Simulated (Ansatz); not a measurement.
Task: a projected density of states of Ge, space group Cmmm, with Ansatz's Python interface. Give the script and its output. Settings: PBEsol, PAW, the default cutoff (420 eV here), 7×7×7 k-points, Methfessel-Paxton smearing of 0.05 eV, D3BJ dispersion.

```yaml
crystal:
  lattice:
    - [1.39715, -2.60052, 0.00000]
    - [1.39715, 2.60052, 0.00000]
    - [0.00000, 0.00000, 2.69823]
  atoms:
    - { symbol: Ge, position: [0.50000, 0.50000, 0.00000] }
```

The script, `ge.py`:
```python
"""Which atoms and shells make the states of Ge."""

import warnings

import ansatz as az
from ase import Atoms
import numpy as np

warnings.simplefilter("ignore", az.DeckWarning)

atoms = Atoms(
    ["Ge"],
    scaled_positions=[
        (0.5, 0.5, 0.0),
    ],
    cell=[
        (1.397149, -2.600516, 0.0),
        (1.397149, 2.600516, 0.0),
        (0.0, 0.0, 2.698231),
    ],
    pbc=True,
)
crystal = az.Crystal.from_ase(atoms)

base = (
    crystal.calculation()
    .occupations(az.OccupationsMethod.METHFESSEL_PAXTON, width=50 * az.meV)
    .eigensolver("davidson", mixed_precision=False)
    .kpoints(7, 7, 7)
    .mixing("anderson", ndim=4, beta=0.4)
    .functional(az.Functional.PBESOL, dispersion="d3bj")
    .scf(extra_bands=2)
    .density_of_states(projected=True, energy_step=0.1)
)
def show(event):
    row = event["data"]
    if event["event"] == "scf_iter" and row.get("harris_foulkes_ev") is not None:
        print(f"  iteration {row['iter']:3d}  Harris-Foulkes {row['harris_foulkes_ev']:.5f} eV  residual {row['dr2_ev']:.2e}")


result = base.session().plan().execute(on_event=show)
rep = result.report

dos = result.density_of_states()
energy = np.asarray(dos.energies_ev) - dos.fermi_ev
curves = {}
for site in result.projected_density_of_states().sites:
    for shell in site.shells:
        weight = sum(np.sum(curve.g_bin_mean_per_ev, axis=0) for curve in shell.curves)
        name = f"{site.species} {shell.label}"
        curves[name] = curves.get(name, 0) + weight

print("E-EF   " + " ".join(f"{name:>8s}" for name in curves))
for e in np.arange(-6, 6 + 0.1, 0.5):
    print(f"{e:5.1f}  " + " ".join(f"{np.interp(e, energy, g):8.3f}" for g in curves.values()))
```

```console
$ python ge.py
  iteration   1  Harris-Foulkes -4253.62193 eV  residual 1.49e-03
  iteration   2  Harris-Foulkes -4253.62142 eV  residual 2.52e-04
  iteration   3  Harris-Foulkes -4253.62138 eV  residual 2.09e-05
  iteration   4  Harris-Foulkes -4253.62138 eV  residual 4.57e-06
  iteration   5  Harris-Foulkes -4253.62138 eV  residual 2.47e-07
  iteration   6  Harris-Foulkes -4253.62138 eV  residual 4.03e-08
  iteration   7  Harris-Foulkes -4253.62138 eV  residual 1.64e-08
E-EF      Ge 4S    Ge 4P    Ge 3D
 -6.0     0.142    0.068    0.000
 -5.5     0.122    0.055    0.000
 -5.0     0.104    0.045    0.000
 -4.5     0.087    0.148    0.000
 -4.0     0.073    0.228    0.000
 -3.5     0.035    0.283    0.000
 -3.0     0.045    0.342    0.000
 -2.5     0.055    0.418    0.000
 -2.0     0.059    0.588    0.000
 -1.5     0.054    0.507    0.000
 -1.0     0.050    0.362    0.000
 -0.5     0.061    0.323    0.000
  0.0     0.091    0.425    0.000
  0.5     0.071    0.334    0.000
  1.0     0.066    0.318    0.000
  1.5     0.066    0.345    0.000
  2.0     0.079    0.409    0.000
  2.5     0.067    0.378    0.000
  3.0     0.058    0.373    0.000
  3.5     0.058    0.419    0.000
  4.0     0.049    0.403    0.000
  4.5     0.046    0.408    0.000
  5.0     0.044    0.415    0.000
  5.5     0.041    0.420    0.000
  6.0     0.034    0.388    0.000
```

Caveats:
- The settings weren't tested for convergence.
- Dispersion corrections can be off by several per cent in the lattices of metals, and by several GPa in the pressure at a fixed cell.
- The mesh is modest for a metal, so energies can be off by several to tens of meV an atom and pressures by half a GPa or more; differences at equal mesh fare better.
- This isn't the structure that Ge takes at ambient conditions.
- Curves are summed over the cell's atoms. Only shells that the potentials hold have channels, so projections don't add up to the total, least of all where a shell is missing (p of most metals); heights and places of peaks move with the mesh.
- The computed bands are complete only to about 1.1 eV above the Fermi level; beyond that the density of states is undercounted.
- Timing: 1.2 s on 1 thread of AMD EPYC 9B14 (Zen 4), with other jobs on the host, peak memory 0.34 GiB.
